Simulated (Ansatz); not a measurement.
# H3SiTe: a trajectory, and a look at its input

A trajectory is wanted. The input is run as typed.

Method: PBE0-D4/def2-SVPD; program: Ansatz 0.2.0, Gaussian basis.

**1. The structure**

```tsv
atom	x (Å)	y (Å)	z (Å)
Si1	-0.5174	-0.7241	-0.3680
Te2	0.9085	1.1964	0.3823
H3	-1.2144	-1.0032	0.9487
H4	0.5391	-1.7903	-0.1605
H5	0.2843	2.3211	-0.8024
```

**2. The run**

run/in.yaml reads:

```yaml
crystal:
  periodic: [false, false, false]
  atoms:
    - {symbol: Si, position_ang: [-0.517390, -0.724070, -0.368040]}
    - {symbol: Te, position_ang: [0.908460, 1.196420, 0.382330]}
    - {symbol: H, position_ang: [-1.214440, -1.003190, 0.948680]}
    - {symbol: H, position_ang: [0.539100, -1.790310, -0.160520]}
    - {symbol: H, position_ang: [0.284260, 2.321140, -0.802450]}
basis:
  gaussian: {orbitals: def2-SVPD}
total_charge: -1
hamiltonian: {xc: pbe0, dispersion: d4}
md: {n_steps: 30, timestep: 1.0, temperature: 1500, ensemble: npt_langevin, seed: 701, friction: 0.002, pressure: 1.0, initial_velocities: maxwell_boltzmann}
```

On the command line:

```sh
$ ansatz run in.yaml --threads 2 --pin off --events-out ev --progress --plain --max-ram 3481MiB
```

**Question.** What will these runs give? Wanted: this run.

**Answer**, as computed:

| quantity | value |
| --- | --- |
| this run | refused |
| fault | pressure on a molecule |

In words: A pressure has no meaning for a molecule without a cell.
